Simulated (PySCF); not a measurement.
**C₃H₈AsB: electronic excitations**

What electronic excitations should C₃H₈AsB (`[AsH2]BC1CC1`) show?

The runs use PySCF 2.14.0, with density-fitted response routines of our own; the level of theory stands in each step. All values are computed, except where a source is named. Atoms are numbered from 0 throughout.

## (1) Starting geometry

13 atoms, charge 0, multiplicity 1; geometry from: GFN2-xTB.

Bonds of the start (Å): As0–B1 2.00, B1–C2 1.54, C2–C3 1.52, C3–C4 1.48, C4–C2 1.52, As0–H5 1.50, As0–H6 1.50, B1–H7 1.18, C2–H8 1.09, C3–H9 1.08, C3–H10 1.08, C4–H11 1.08, C4–H12 1.08.

## (2) Ultraviolet spectrum: CAM-B3LYP/def2-SVPD

What the job is given:

```
{"job": {"kind": "uv", "xc": "CAM-B3LYP", "basis": "def2-SVPD", "nstates": 8, "ntriplets": 3}, "charge": 0, "multiplicity": 1}
As     2.818720    -0.258726     0.372925
B      0.865623    -0.676726     0.243994
C     -0.191188     0.432603     0.092261
C     -1.544466     0.304656     0.780325
C     -1.470706     0.164751    -0.689535
H      3.211559    -1.252524    -0.681260
H      2.793949     0.843034    -0.649310
H      0.494950    -1.786670     0.362940
H      0.152893     1.462639     0.009674
H     -1.721454    -0.580984     1.371753
H     -1.971086     1.203446     1.199937
H     -1.596941    -0.817687    -1.118618
H     -1.846242     0.962675    -1.312814
```

Level: TDDFT CAM-B3LYP/def2-SVPD, vertical, gas phase, core orbitals frozen in the response.

Started as:

```
$ OMP_NUM_THREADS=1 python probes_run.py task.json out
```

The driver reads the jobs from task.json and runs them one after another.

Predict these results of the whole session: lowest singlet (CAM-B3LYP/def2-SVPD); brightest single state of those computed; lowest triplet.

**Answer**, as computed:

```
                                quantity                        value
    lowest singlet (CAM-B3LYP/def2-SVPD)  4.78 eV (260 nm), f = 0.051
brightest single state of those computed  state 8, 7.60 eV, f = 0.215
                          lowest triplet                      4.03 eV
```

In words: The lowest singlet, at 4.78 eV, is HOMO→LUMO 0.89 and is bright; of the 8 states computed, the strongest absorption comes from state 8 at 7.60 eV (the last computed, so partners may be missing). The lowest triplet lies 0.74 eV below the lowest singlet (triplets in Tamm-Dancoff, singlets in full TDDFT).
